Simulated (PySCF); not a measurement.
**[HoH2]+: other functionals and bases at one geometry**

The task here is to estimate one member of a computed series from the others.

Computed with PySCF 2.14.0. Level: several levels, as the steps say, no spin–orbit coupling.

1 further run of the same task is left out (for a known fault of the program).

### Where the work starts

3 atoms, charge 1, spin multiplicity 1.

Bond lengths: Ho1–H2 1.898 Å, Ho1–H3 1.898 Å. Angles: H2–Ho1–H3 104.5°.

Coordinates:

```xyz
3

Ho    0.00000    0.00000   -0.19287
H     1.50053    0.00000    0.96884
H    -1.50053    0.00000    0.96884
```

Formal oxidation states: Ho +3. Each metal's 10 4f electrons lie in its core potential, so multiplicities, spins and levels count the valence alone. An earlier session relaxed this geometry at PBE0, Ho lcecp-1-SVP with ECP56, H def2-SVP (singlet, point group C2v).

At PBE0 on the finer grid: E = -38.519395 Eh, HOMO -12.84 eV, LUMO -7.89 eV, Mulliken charge on Ho1 +1.19 e, largest force component 0.002 eV/Å. 

Levels to run: HF; M06-L; PBE0, TZVP. Hardware: 2 threads of Intel Xeon Platinum 8375C at 2.90GHz (Ice Lake), shared host.

The first run:

run.py (the lines that set the calculation) reads:

```python
mol = gto.M(atom='''
Ho     0.00000     0.00000    -0.19287
H      1.50053     0.00000     0.96884
H     -1.50053     0.00000     0.96884''',
    basis={'Ho': 'lcecp-1-SVP', 'H': 'def2-SVP'},
    ecp={'Ho': 'lcecp-1-SVP'},
    charge=1, spin=0)
mf = scf.RHF(mol)
mf = mf.density_fit()  # fitting sets: Ho AutoAux, H def2-universal-JKFIT
mf.conv_tol = 1e-08; mf.max_cycle = 55
mf.kernel(dm0)  # dm0: the density of the relaxed state
```

The run is started by

```sh
$ OMP_NUM_THREADS=2 python run.py
```

Among the steps run: HF; M06-L; PBE0, TZVP.

One of the session's tables, all rows but one given; the rest of the session is left out.

| level | HOMO (eV) | gap (eV) | charge on Ho1 (e) | dipole (D) | largest force component (eV/Å) |
| --- | --- | --- | --- | --- | --- |
| PBE0 (relaxed here) | -12.84 | 4.94 | 1.19 | 4.35 | 0.00 |
| HF | -15.59 | 10.24 | 1.43 | 5.50 | 0.23 |
| M06-L | -11.78 | 4.03 | 1.37 | 4.46 | 0.04 |
| PBE0, TZVP | ? | ? | ? | ? | ? |

Estimate the missing values for PBE0, TZVP.

As computed: HOMO (eV): -12.83; gap (eV): 4.96; charge on Ho1 (e): 1.25; dipole (D): 4.43; largest force component (eV/Å): 0.07. In the column «HOMO (eV)» it lies between PBE0 (relaxed here) (-12.84) and M06-L (-11.78).

The dipole of a charged species depends on the origin, so these sizes hold for this origin alone.

In one basis the HOMO–LUMO gap runs from 4.03 eV (M06-L) to 10.24 eV (HF). The largest leftover force, 0.23 eV/Å with HF, stands at a geometry relaxed at another level. With 4f in the core, its levels are missing from HOMO and gap, and its count is fixed, so no charge can pass from the ligands into it. Total energies of different levels can't be compared.
